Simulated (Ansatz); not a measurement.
# AlGa₂H (triplet): wave-function methods side by side at distance Al2–H4 = 2.524 Å, cc-pVDZ

Aim: climb from Hartree-Fock through coupled cluster and multireference methods for AlGa₂H (triplet) at one geometry and basis, and see what each rung misses.

The runs use Ansatz 0.2.0, Gaussian basis; cc-pVDZ, core rule «outside noble gas», up to 33 orbitals frozen.

The runs, in order: UHF; CCSD(T) on ROHF; CCSD(T) on UHF; BCCD(T) on ROHF; CISD; CCSDT(Q) on ROHF; CCSDT(Q) on UHF; CASSCF and MRCISD+Q, 4 electrons in 4 orbitals; CASSCF and NEVPT2, 4 electrons in 4 orbitals.

35 further runs of the same task are left out: 4 for a mislabelled method, 3 for a known fault of the program, 20 that didn't finish, 8 set aside as unsound or not needed.

## (1) The system

The geometry derives from a PBE0/def2-TZVP stationary point (not a proven minimum). One bond is set to the value named and the two fragments are kept rigid. No spin-orbit coupling is included. The filled d shell of Ga may be among the frozen orbitals whatever the setting's name suggests; the logs give the count.

4 atoms, charge 0, spin multiplicity 3.

Atoms are counted from 1 here; the program's logs count them from 0.

Bond lengths: Ga1–Al2 2.555 Å, Al2–Ga3 2.555 Å. Angles: Ga1–Al2–Ga3 72.4°.

## (2) UHF

in.yaml

```yaml
crystal:
  periodic: [false, false, false]
  atoms:
    - {symbol: Ga, position_ang: [-0.007141, 0.333323, 1.508986]}
    - {symbol: Al, position_ang: [-0.025387, -1.728062, 0.000000]}
    - {symbol: Ga, position_ang: [-0.007141, 0.333323, -1.508986]}
    - {symbol: H, position_ang: [1.667488, 0.144036, 0.000000]}
basis:
  gaussian: {orbitals: cc-pVDZ}
magnetization: {spin_polarized: true, initial_magnetization: 2}
hamiltonian: {xc: hf}
output: {orbitals: {seedname: orbitals}}
```

Command:

```sh
ansatz run in.yaml --threads 1 --pin off --events-out ev --progress --plain --max-ram 2393MiB
```

The runs that follow: CCSD(T) on ROHF; CCSD(T) on UHF; BCCD(T) on ROHF; CISD; CCSDT(Q) on ROHF; CCSDT(Q) on UHF; CASSCF and MRCISD+Q, 4 electrons in 4 orbitals; CASSCF and NEVPT2, 4 electrons in 4 orbitals.

Before running them: what should the planned runs give, taken together? Wanted: RCCSDT(Q) below the RHF energy; RMP2 from RCCSDT(Q); UMP2 from RCCSDT(Q); RCCSD from RCCSDT(Q); RCCSD(T) from RCCSDT(Q); UCCSD(T) from RCCSDT(Q); UCCSDT(Q) from RCCSDT(Q); NEVPT2 pair from RCCSDT(Q); MRCISD+Q pair from RCCSDT(Q).

As calculated:

```
                         quantity                      value
   RCCSDT(Q) below the RHF energy                 -5.8324 eV
              RMP2 from RCCSDT(Q)                +1366.6 meV
              UMP2 from RCCSDT(Q)                +1456.7 meV
             RCCSD from RCCSDT(Q)                 +394.2 meV
          RCCSD(T) from RCCSDT(Q)                  +81.5 meV
          UCCSD(T) from RCCSDT(Q)                  +80.2 meV
         UCCSDT(Q) from RCCSDT(Q)                   -7.6 meV
       NEVPT2 pair from RCCSDT(Q)                +1281.7 meV
     MRCISD+Q pair from RCCSDT(Q)                 +129.7 meV
levels within 1 kcal/mol (43 meV)  RCCSDT, UCCSDT, UCCSDT(Q)
                    T1 diagnostic                      0.037
```

**Reading.** RCCSD(T) misses by +81.5 meV, 1.4 % of the correlation energy. Of the multireference levels listed MRCISD+Q pair comes nearest in total energy (+129.7 meV), which doesn't show that its space is the better one. These misses are within one basis, not against nature; the frozen cores of restricted and unrestricted runs differ, which can shift their rows.
